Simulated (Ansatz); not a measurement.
# CH4AlF: the cost of one run

Method: PBE0-D4/def2-TZVP structures, single points in def2-TZVPP, no counterpoise correction; program: Ansatz 0.2.0, Gaussian basis.

Levels: SPW92, PBE-D4, BLYP-D4, r2SCAN-D4, B97M-V, PBE0-D4, B3LYP-D4, r2SCAN0-D4, BHLYP-D4, CAM-B3LYP-D4, wB97X-V, wB97M-V, B2PLYP, PBE-QIDH, RPA on PBE, Hartree-Fock, MP2, CCSD, CCSD(T).

Correlated methods freeze the cores. B3LYP uses VWN-RPA correlation. B2PLYP carries no dispersion term here.

94 further runs of the same task are left out: 94 set aside as unsound or not needed.

### 1 The system as given

The complex: 12 atoms, charge 0, spin multiplicity 1.

Atoms are counted from 1 here; the program's logs count them from 0.

Bond lengths: Al1–C3 1.943 Å, Al1–F4 1.671 Å, Al1–H6 1.582 Å, Si2–H5 1.512 Å, Si2–H7 1.484 Å, Si2–H8 1.476 Å, Si2–H9 1.477 Å, C3–H10 1.093 Å, C3–H11 1.095 Å, C3–H12 1.094 Å. Angles: C3–Al1–F4 117.8°, C3–Al1–H6 125.2°, F4–Al1–H6 115.4°, H5–Si2–H7 103.9°, H5–Si2–H8 108.4°, H5–Si2–H9 108.4°, H7–Si2–H8 111.3°, H7–Si2–H9 111.0°, H8–Si2–H9 113.4°, Al1–C3–H10 112.1°, Al1–C3–H11 110.6°, Al1–C3–H12 111.5°, H10–C3–H11 107.3°, H10–C3–H12 108.2°, H11–C3–H12 106.9°.

Coordinates:

```
Al   -1.1759    0.4901   -0.0149
Si    1.6147   -0.0628    1.3624
C    -1.0278   -0.3343   -1.7685
F    -1.3322   -0.5163    1.3093
H     0.8424    0.7123    0.3193
H    -1.4947    2.0172    0.2507
H     3.0228    0.3503    1.1440
H     1.1371    0.3480    2.6974
H     1.4388   -1.5047    1.0957
H    -0.5395   -1.3113   -1.7243
H    -2.0194   -0.4863   -2.2081
H    -0.4663    0.2977   -2.4629
```

Its parts: CH₄AlF holds atoms 1, 3, 4, 6, 10, 11, 12; SiH₄ holds atoms 2, 5, 7, 8, 9. Each part counts its atoms afresh in its own runs.

### 2 Relaxing CH₄AlF alone

relax-a/in.yaml

```yaml
crystal:
  periodic: [false, false, false]
  atoms:
    - {symbol: Al, position_ang: [-1.175945, 0.490084, -0.014937]}
    - {symbol: C, position_ang: [-1.027824, -0.334348, -1.768451]}
    - {symbol: F, position_ang: [-1.332170, -0.516346, 1.309273]}
    - {symbol: H, position_ang: [-1.494694, 2.017208, 0.250674]}
    - {symbol: H, position_ang: [-0.539522, -1.311285, -1.724331]}
    - {symbol: H, position_ang: [-2.019449, -0.486256, -2.208104]}
    - {symbol: H, position_ang: [-0.466287, 0.297692, -2.462891]}
basis:
  gaussian: {orbitals: def2-TZVP}
hamiltonian: {xc: pbe0, dispersion: d4}
relax: {f_tol: 0.005, max_steps: 200}
```

The run is started by

```bash
> ansatz run in.yaml --threads 4 --pin off --events-out ev --progress --plain --max-ram 9574MiB
```

**Question.** How long does this run take on 4 threads of Arm Neoverse V1, shared host?

About 6 s.
